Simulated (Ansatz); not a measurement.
# RbH2: the cost of one run

Program: Ansatz 0.2.0. Level of theory: DFT PBE, scalar-relativistic, plane waves, PAW. These are calculated values, not measurements.

### Step 1. The system as given

Symmetry: P3_121, No. 152, trigonal system. Conventional cell: a = 5.932 Å, b = 5.932 Å, c = 6.526 Å, α = 90.00°, β = 90.00°, γ = 120.00°. Rb (site symmetry 2) has 4 H at 1.94 to 1.95 Å as nearest neighbours. H (site symmetry 1) has 2 Rb at 1.94 to 1.95 Å as nearest neighbours.

Structure file:

```cif
data_structure
_symmetry_space_group_name_H-M 'P 1'
_symmetry_Int_Tables_number 1
_cell_length_a 5.9319
_cell_length_b 5.9319
_cell_length_c 6.5260
_cell_angle_alpha 90.000
_cell_angle_beta 90.000
_cell_angle_gamma 120.000
_cell_volume 198.87
loop_
_atom_site_label
_atom_site_type_symbol
_atom_site_fract_x
_atom_site_fract_y
_atom_site_fract_z
_atom_site_occupancy
Rb1 Rb 0.46500 0.00000 0.33333 1
Rb2 Rb 0.00000 0.46500 0.66667 1
Rb3 Rb 0.53500 0.53500 0.00000 1
H1 H 0.41500 0.27200 0.21300 1
H2 H 0.72800 0.14300 0.54633 1
H3 H 0.85700 0.58500 0.87967 1
H4 H 0.27200 0.41500 0.78700 1
H5 H 0.14300 0.72800 0.45367 1
H6 H 0.58500 0.85700 0.12033 1
```

This is candidate A: quartz type (P3_121, No. 152).

(A quick probe on a coarse mesh, which set the mesh and smearing, is not shown.)

### Step 3. Rough relaxation on the coarse mesh (candidate A)

input.yaml

```yaml
crystal:
  lattice:
    - [5.9319465972, 0.0, 0.0]
    - [-2.9659732986, 5.137216447, 0.0]
    - [0.0, 0.0, 6.5259880511]
  atoms:
    - { symbol: Rb, position: [0.465, 0.0, 0.3333333333] }
    - { symbol: Rb, position: [0.0, 0.465, 0.6666666667] }
    - { symbol: Rb, position: [0.535, 0.535, 0.0] }
    - { symbol: H, position: [0.415, 0.272, 0.213] }
    - { symbol: H, position: [0.728, 0.143, 0.5463333333] }
    - { symbol: H, position: [0.857, 0.585, 0.8796666667] }
    - { symbol: H, position: [0.272, 0.415, 0.787] }
    - { symbol: H, position: [0.143, 0.728, 0.4536666667] }
    - { symbol: H, position: [0.585, 0.857, 0.1203333333] }
basis:
  ecutwfc: 420
kpoints:
  mp_grid: { grid: [3, 3, 4] }
hamiltonian:
  xc: pbe
scf:
  occupations: { method: gaussian, width: 0.1 }
  lower_state_search: "off"
output:
  forces: true
  stress: true
  eigenvalues: true
relax:
  adjacent_minimum: "off"
  f_tol: 0.04
  max_steps: 70
  cell: { stress_tol: 0.4 }
```

The run is started by

```
ansatz run input.yaml --threads 1 --pin off --max-ram 2560MiB --backend cpu --events-out ev --progress --plain --runs-dir out
```

**Question.** How long does this run take on 1 thread of Intel Xeon Platinum 8259CL at 2.50GHz (Skylake/Cascade Lake), shared host, and how much memory does it need?

About 3.1 min, with a peak of 0.5 GiB.
